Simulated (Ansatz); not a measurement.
**CCSD(T)/6-31G(d) (spherical functions) run of C6H4F2 (1,4-difluorobenzene)**

What is the vertical ionisation energy of C6H4F2 (1,4-difluorobenzene) at CCSD(T)/6-31G* (spherical functions)? 

Program for the calculation: Ansatz 0.2.0.

37 further runs of the same task are left out: 37 set aside as unsound or not needed. Runs told in other sessions of the task aren't counted.

**1. Starting point**

The species is C6H4F2 (12 atoms), meant as a singlet with charge 0. As SMILES, `Fc1ccc(F)cc1`. Geometry: relaxed at PBE0-D4/def2-TZVP.

Bond lengths: F1–C2 1.339 Å, C2–C3 1.381 Å, C3–C4 1.386 Å, C4–C5 1.381 Å, C5–F6 1.339 Å, C5–C7 1.381 Å, C2–C8 1.381 Å, C7–C8 1.386 Å, C3–H9 1.083 Å, C4–H10 1.083 Å, C7–H11 1.083 Å, C8–H12 1.083 Å. Some angles: F1–C2–C3 119.0°, F1–C2–C8 119.0°, C3–C2–C8 122.1°, C2–C3–C4 119.0°, C3–C4–C5 119.0°, C4–C5–F6 119.0°, C4–C5–C7 122.1°, F6–C5–C7 119.0°, C5–C7–C8 119.0°, C2–C8–C7 119.0°.

**2. A single-point energy at CCSD(T)/6-31G(d) (spherical functions)**

molecule.yaml reads:

```yaml
crystal:
  periodic: [false, false, false]
  atoms:
    - {symbol: F, position_ang: [0.818160, -1.507030, 2.087620]}
    - {symbol: C, position_ang: [0.412470, -0.759890, 1.052710]}
    - {symbol: C, position_ang: [0.723110, 0.585830, 1.036590]}
    - {symbol: C, position_ang: [0.303270, 1.359200, -0.034740]}
    - {symbol: C, position_ang: [-0.412610, 0.759910, -1.052630]}
    - {symbol: F, position_ang: [-0.818110, 1.507050, -2.087630]}
    - {symbol: C, position_ang: [-0.723140, -0.585820, -1.036580]}
    - {symbol: C, position_ang: [-0.303280, -1.359200, 0.034760]}
    - {symbol: H, position_ang: [1.286400, 1.016540, 1.854700]}
    - {symbol: H, position_ang: [0.525830, 2.417480, -0.085970]}
    - {symbol: H, position_ang: [-1.286320, -1.016580, -1.854740]}
    - {symbol: H, position_ang: [-0.525770, -2.417490, 0.085910]}
basis:
  gaussian:
    orbitals: 6-31G_st_-spherical.json
correlation:
  method: ccsd_t
  frozen_orbitals: {C: 1, F: 1, H: 0}
accuracy: high
scf:
  omitted_lower_state_checks: [cluster_reference, increment]
```

The basis set 6-31G* is read from a file made from the Basis Set Exchange's data (not shown).

Run with:

```sh
$ ansatz run molecule.yaml --threads 1 --pin off --max-ram 3480MiB --events-out events.jsonl --progress --plain --runs-dir runs
```

Standard output (excerpt; [...] marks lines left out):

```text
Warning: RAYON_NUM_THREADS=1 ignored (pool sized by the plan → 1); use --threads N
Functional definition: HF
  name "HF"
[...]
2917 factors; integrals over basis functions are off by at most 7.9e-9 eV
[...]
mean field -11657.38359087 eV, -428.4009453060 hartree, gradient 8.3e-8 eV, S^2 0.000000; 0 other end points of the search recorded, 0 dependent functions left out; unrestricted orbitals would lower it
8 core orbitals not correlated: weight in the atoms' cores, before any rotation towards them, 1.000 or more for the frozen orbitals, at most 0.000 for the correlated occupied ones
reference -11657.38359087 eV, -428.4009453060 hartree; 21, 21 occupied and 91, 91 virtual orbitals, 2917 factors
second order -29.34966090 eV of doubles, -0.00000000 eV of singles
cycle   1  -29.23899485 eV  change    1.1e-1 eV  update   1.3e-1
[...]
cycle  21  -30.21480878 eV  change   -3.0e-9 eV  update   1.2e-9
perturbative correction -1.13999216 eV, -0.0418939393 hartree
Total energy: -11688.73839181 eV, -429.5532129877 hartree
Checks for a lower state left out: cluster_reference, increment
```

It took 2.2 min on 1 thread of Arm Neoverse V2, shared host; peak memory 1.4 GiB.

**3. The doublet cation at the same level**

in.yaml reads:

```yaml
crystal:
  periodic: [false, false, false]
  atoms:
    - {symbol: F, position_ang: [0.818160, -1.507030, 2.087620]}
    - {symbol: C, position_ang: [0.412470, -0.759890, 1.052710]}
    - {symbol: C, position_ang: [0.723110, 0.585830, 1.036590]}
    - {symbol: C, position_ang: [0.303270, 1.359200, -0.034740]}
    - {symbol: C, position_ang: [-0.412610, 0.759910, -1.052630]}
    - {symbol: F, position_ang: [-0.818110, 1.507050, -2.087630]}
    - {symbol: C, position_ang: [-0.723140, -0.585820, -1.036580]}
    - {symbol: C, position_ang: [-0.303280, -1.359200, 0.034760]}
    - {symbol: H, position_ang: [1.286400, 1.016540, 1.854700]}
    - {symbol: H, position_ang: [0.525830, 2.417480, -0.085970]}
    - {symbol: H, position_ang: [-1.286320, -1.016580, -1.854740]}
    - {symbol: H, position_ang: [-0.525770, -2.417490, 0.085910]}
basis:
  gaussian:
    orbitals: 6-31G_st_-spherical.json
total_charge: 1
magnetization:
  spin_polarized: true
  initial_magnetization: 1
correlation:
  method: ccsd_t
  frozen_orbitals: {C: 1, F: 1, H: 0}
accuracy: high
scf:
  omitted_lower_state_checks: [cluster_reference, increment]
```

The basis set 6-31G* is read from a file made from the Basis Set Exchange's data (not shown).

Run with:

```sh
$ ansatz run in.yaml --threads 1 --pin off --max-ram 3480MiB --events-out events.jsonl --progress --plain --runs-dir runs
```

Standard output (excerpt; [...] marks lines left out):

```text
Warning: RAYON_NUM_THREADS=1 ignored (pool sized by the plan → 1); use --threads N
[... 2 set-up lines as earlier in the session ...]
[...]
2915 factors; integrals over basis functions are off by at most 7.9e-9 eV
[...]
mean field -11649.22316205 eV, -428.1010550782 hartree, gradient 2.5e-8 eV, S^2 0.832518; 6 other end points of the search recorded, 0 dependent functions left out
8 core orbitals not correlated: weight in the atoms' cores, before any rotation towards them, 1.000 or more for the frozen orbitals, at most 0.000 for the correlated occupied ones
reference -11649.22316205 eV, -428.1010550782 hartree; 21, 20 occupied and 91, 92 virtual orbitals, 2915 factors
second order -28.36392243 eV of doubles, -0.00000000 eV of singles
cycle   1  -28.43421131 eV  change   -7.0e-2 eV  update   1.5e-1
[...]
cycle  30  -29.54001288 eV  change  -6.4e-10 eV  update   1.6e-9
perturbative correction -1.13679267 eV, -0.0417763599 hartree
Total energy: -11679.89996759 eV, -429.2284068885 hartree
Checks for a lower state left out: cluster_reference, increment
```

Wall time 11 min (1 thread of Arm Neoverse V2, shared host); peak memory 2.9 GiB.

**4. Results**

At CCSD(T)/6-31G* (spherical functions), 8 core orbitals frozen:

```
                                                   quantity          value
                               singlet C6H4F2: total energy  -429.55321 Eh
singlet C6H4F2: correlation energy (8 core orbitals frozen)    -1152.3 mEh
                             singlet C6H4F2: (T) correction     -41.89 mEh
                              singlet C6H4F2: T1 diagnostic          0.012
                               doublet cation: total energy  -429.22841 Eh
doublet cation: correlation energy (8 core orbitals frozen)    -1127.4 mEh
                             doublet cation: (T) correction     -41.78 mEh
          doublet cation: ⟨S²⟩ of the reference determinant          0.833
                              doublet cation: T1 diagnostic          0.031
         vertical ionisation energy (to the doublet cation)       8.838 eV
```

The vertical ionisation energy comes to 8.84 eV (853 kJ/mol). The restricted solution (singlet C6H4F2) is unstable to spin breaking: an unrestricted one lies lower. The triples (singlet C6H4F2) make up 3.6 % of the correlation energy. The triples (doublet cation) make up 3.7 % of the correlation energy.
